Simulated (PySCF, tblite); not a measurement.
# C₇H₁₃N₃: geometry, infrared bands and NMR shifts

What infrared bands and NMR shifts should C₇H₁₃N₃ (`Cc1cnn(C(C)(C)C)n1`) show?

Programs: tblite 0.8.0 and PySCF 2.14.0, with density-fitted response routines of our own. Each step states its level of theory. These are calculated values for one molecule in the gas phase, unless marked as measured. Atoms are numbered from 0 throughout.

### 1 Starting geometry

23 atoms, charge 0, multiplicity 1; geometry from: force field or distance geometry start.

Bonds of the start (Å): C0–C1 1.50, C1–C2 1.37, C2–N3 1.37, N3–N4 1.33, N4–C5 1.45, C5–C6 1.53, C5–C7 1.51, C5–C8 1.51, N4–N9 1.33, N9–C1 1.36, C0–H10 1.10, C0–H11 1.12, C0–H12 1.11, C2–H13 1.08, C6–H14 1.10, C6–H15 1.10, C6–H16 1.12, C7–H17 1.09, C7–H18 1.12, C7–H19 1.11, C8–H20 1.12, C8–H21 1.11, C8–H22 1.10.

### 2 Geometry optimisation with GFN2-xTB

The job: settings as JSON, then the geometry in Å.

```
{"job": {"kind": "relax", "xc": "GFN2-xTB", "basis": "xTB"}, "charge": 0, "multiplicity": 1}
C      3.605400    -0.256500    -0.043900
C      2.211800     0.307100    -0.026900
C      1.821200     1.617200     0.012500
N      0.449800     1.643500     0.017400
N      0.018300     0.381500     0.018200
C     -1.344100    -0.125300     0.016300
C     -1.320000    -1.440900    -0.762900
C     -2.294900     0.818200    -0.675200
C     -1.719900    -0.363800     1.457500
N      1.069700    -0.432200    -0.010900
H      3.960400    -0.372000    -1.080300
H      3.596500    -1.229500     0.501100
H      4.321800     0.398700     0.484000
H      2.481200     2.469600     0.012200
H     -0.724700    -2.136000    -0.154600
H     -2.335800    -1.790600    -1.002200
H     -0.706100    -1.264700    -1.687700
H     -1.959900     1.843400    -0.518400
H     -3.315900     0.657600    -0.253000
H     -2.354300     0.560800    -1.757700
H     -2.612500     0.270200     1.693400
H     -0.926300    -0.091900     2.179800
H     -1.926300    -1.437600     1.591400
```

Started as:

```sh
> OMP_NUM_THREADS=1 python probes_run.py task.json out
```

The driver reads the jobs from task.json and runs them one after another.

**Question.** This job is followed by: GFN2-xTB harmonic vibrations, gas phase; GIAO PBE0/pcSseg-1 NMR shielding, non-relativistic, gas phase. Predict these results of the whole session: strongest single infrared mode (GFN2-xTB); zero-point energy (GFN2-xTB); 13C shifts against TMS (PBE0/pcSseg-1, means over atoms taken as alike); 1H shifts against TMS (PBE0/pcSseg-1, means over atoms taken as alike); 15N shifts against NH3 (PBE0/pcSseg-1).

**Answer**, as computed:

| quantity | value |
| --- | --- |
| strongest single infrared mode (GFN2-xTB) | 1323 cm⁻¹, 76 km/mol |
| zero-point energy (GFN2-xTB) | 122.8 kcal/mol |
| 13C shifts against TMS (PBE0/pcSseg-1, means over atoms taken as alike) | 148.0, 137.0, 59.5, 31.2, 13.2 ppm |
| 1H shifts against TMS (PBE0/pcSseg-1, means over atoms taken as alike) | 7.42, 2.51, 1.67 ppm |
| 15N shifts against NH3 (PBE0/pcSseg-1) | 360.6, 352.5, 292.1 ppm |

Over 115 steps the energy fell by 0.797 eV; of the close pairs, C2–N3 changed most, 1.372 to 1.325 Å. The lowest mode is imaginary (22i cm⁻¹), so the xTB geometry is not a minimum. The strongest single mode, at 1323 cm⁻¹, is spread over many atoms; the largest shares are those of N4, C5. Unscaled tight-binding wavenumbers are off by several per cent, some by more. Its intensities can rank the bands wrongly. At PBE0/pcSseg-1: The largest span, 504 ppm, is at N3, where the paramagnetic term is -420 ppm. NICS(1)zz of -32 ppm above the planar ring from C1 marks a diatropic (aromatic) ring current.
